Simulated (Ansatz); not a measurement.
**GaCl2O radical: basis-set convergence**

An exercise on one series of results from a longer session: the logs are not shown, and one member is left open.

Program: Ansatz 0.2.0, Gaussian basis. Level of theory: one geometry, several basis sets. These are calculated values, not measurements.

The runs, in order: PBE0-D4/def2-SVP; ωB97M-V/def2-SVP; PBE0-D4/def2-QZVPP; ωB97M-V/def2-QZVPP; the functionals' def2-TZVPP values are taken from earlier runs.

## The relaxed structure

All runs share one geometry, relaxed beforehand with PBE0-D4 in a triple-zeta def2 set.

SMILES `[O][Ga]([Cl])[Cl]`, 4 atoms, charge 0, spin multiplicity 2.

Atoms are counted from 1 here; the program's logs count them from 0.

Bond lengths: O1–Ga2 1.794 Å, Ga2–Cl3 2.110 Å, Ga2–Cl4 2.110 Å. Angles: O1–Ga2–Cl3 118.5°, O1–Ga2–Cl4 118.5°, Cl3–Ga2–Cl4 123.0°.

The first run:

The input, in.yaml:

```yaml
crystal:
  periodic: [false, false, false]
  atoms:
    - {symbol: O, position_ang: [0.746266, 1.055740, 1.312082]}
    - {symbol: Ga, position_ang: [0.035786, 0.016890, 0.034214]}
    - {symbol: Cl, position_ang: [0.760358, -1.952878, -0.180882]}
    - {symbol: Cl, position_ang: [-1.486810, 0.819847, -1.185714]}
basis:
  gaussian: {orbitals: def2-SVP}
magnetization: {spin_polarized: true, initial_magnetization: 1}
hamiltonian: {xc: pbe0, dispersion: d4}
output: {orbitals: {seedname: orbitals}}
```

Steps of the session up to this table: PBE0-D4 in def2-SVP; ωB97M-V in def2-SVP; PBE0-D4 in def2-QZVPP; ωB97M-V in def2-QZVPP.

One of the session's tables, all rows but one given; the rest of the session is left out.

It belongs to the step «Functionals by basis». 

| functional | basis | HOMO (eV) | LUMO (eV) |
| --- | --- | --- | --- |
| PBE0-D4 | def2-SVP | ? | ? |
| PBE0-D4 | def2-TZVPP | -9.46 | -4.74 |
| PBE0-D4 | def2-QZVPP | -9.51 | -4.78 |
| ωB97M-V | def2-SVP | -11.64 | -2.29 |
| ωB97M-V | def2-TZVPP | -11.87 | -2.49 |
| ωB97M-V | def2-QZVPP | -11.93 | -2.57 |

Q: Estimate the row for PBE0-D4, def2-SVP from the others.

**Answer.** HOMO (eV): -9.28; LUMO (eV): -4.62. In the column «HOMO (eV)» it is the highest.
